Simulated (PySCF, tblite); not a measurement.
# C5H15NOSi2: geometry, infrared bands and NMR shifts

Wanted: the infrared bands and NMR shifts of C5H15NOSi2 (`CN[Si@@]1(C[SiH3])CCCO1`), by calculation.

Computed with tblite 0.8.0 and PySCF 2.14.0, with density-fitted response routines of our own, on a single molecule in the gas phase. Atoms are numbered from 0 throughout.

### Step 1. Starting geometry

24 atoms, charge 0, multiplicity 1; geometry from: force field or distance geometry start.

Bonds of the start (Å): C0–N1 1.45, N1–Si2 1.76, Si2–C3 1.83, C3–Si4 1.87, Si2–C5 1.88, C5–C6 1.52, C6–C7 1.49, C7–O8 1.41, O8–Si2 1.74, C0–H9 1.10, C0–H10 1.11, C0–H11 1.11, N1–H12 1.02, C3–H13 1.12, C3–H14 1.12, Si4–H15 1.46, Si4–H16 1.45, Si4–H17 1.48, C5–H18 1.11, C5–H19 1.11, C6–H20 1.12, C6–H21 1.10, C7–H22 1.09, C7–H23 1.11.

### Step 2. Geometry optimisation with GFN2-xTB

What the job is given:

```
{"job": {"kind": "relax", "xc": "GFN2-xTB", "basis": "xTB"}, "charge": 0, "multiplicity": 1}
C      2.630900    -0.913800     0.371100
N      1.831900    -0.437400    -0.746200
Si     0.125000    -0.221500    -0.371000
C     -0.792600    -1.751900     0.037200
Si    -2.648000    -1.616200    -0.171700
C     -0.192100     1.182900     0.838700
C     -0.321300     2.336100    -0.141500
C      0.093500     1.860600    -1.488500
O     -0.542000     0.622100    -1.734000
H      3.665900    -1.020200     0.004300
H      2.651600    -0.160400     1.185600
H      2.305800    -1.912600     0.717100
H      2.029800    -0.902200    -1.628000
H     -0.399000    -2.577800    -0.605500
H     -0.630400    -2.095600     1.094700
H     -2.997300    -0.211600    -0.385400
H     -3.350900    -2.125800     0.995700
H     -3.059400    -2.449300    -1.329300
H      0.633300     1.310900     1.562900
H     -1.183200     1.080000     1.324200
H      0.388800     3.120400     0.231700
H     -1.350300     2.724500    -0.207200
H     -0.071200     2.584400    -2.284200
H      1.169300     1.594100    -1.429900
```

The run is started by

```
OMP_NUM_THREADS=1 python probes_run.py task.json out
```

This one command runs all jobs of the session in turn.

**Question.** This job is followed by: GFN2-xTB harmonic vibrations, gas phase; GIAO PBE0/pcSseg-1 NMR shielding, non-relativistic, gas phase. Predict these results of the whole session: strongest single infrared mode (GFN2-xTB); zero-point energy (GFN2-xTB); ¹³C shifts against TMS (PBE0/pcSseg-1); ¹H shifts against TMS (PBE0/pcSseg-1, means over atoms taken as alike); ¹⁵N shifts against NH3 (PBE0/pcSseg-1); ²⁹Si shifts against TMS (PBE0/pcSseg-1); ¹⁷O shifts against H2O (PBE0/pcSseg-1).

The runs gave:

| quantity | value |
| --- | --- |
| strongest single infrared mode (GFN2-xTB) | 802 cm⁻¹, 443 km/mol |
| zero-point energy (GFN2-xTB) | 120.8 kcal/mol |
| ¹³C shifts against TMS (PBE0/pcSseg-1) | 70.7, 30.6, 29.9, 14.2, -6.3 ppm |
| ¹H shifts against TMS (PBE0/pcSseg-1, means over atoms taken as alike) | 4.27, 3.95, 3.93, 2.63, 1.93, 1.76, 0.90, 0.61, 0.37, -0.10, -0.20 ppm |
| ¹⁵N shifts against NH3 (PBE0/pcSseg-1) | 27.3 ppm |
| ²⁹Si shifts against TMS (PBE0/pcSseg-1) | 18.3, -76.3 ppm |
| ¹⁷O shifts against H2O (PBE0/pcSseg-1) | 53.7 ppm |

**Reading.** Relaxing lowered the energy by 1.062 eV in 226 steps; the close pair that moved most is Si2–O8, from 1.736 to 1.641 Å. No mode is imaginary among the 66: a minimum at this level. GFN2-xTB is a fitted tight-binding method: band positions and strengths are rough. Its intensities can rank the bands wrongly. C7 (sp3 CH2 bonded to O) lies farthest downfield among carbon, at 70.7 ppm; pulled downfield by the heteroatom. At PBE0/pcSseg-1: Shielding is most anisotropic at O8 (span 110 ppm, paramagnetic term -119 ppm).
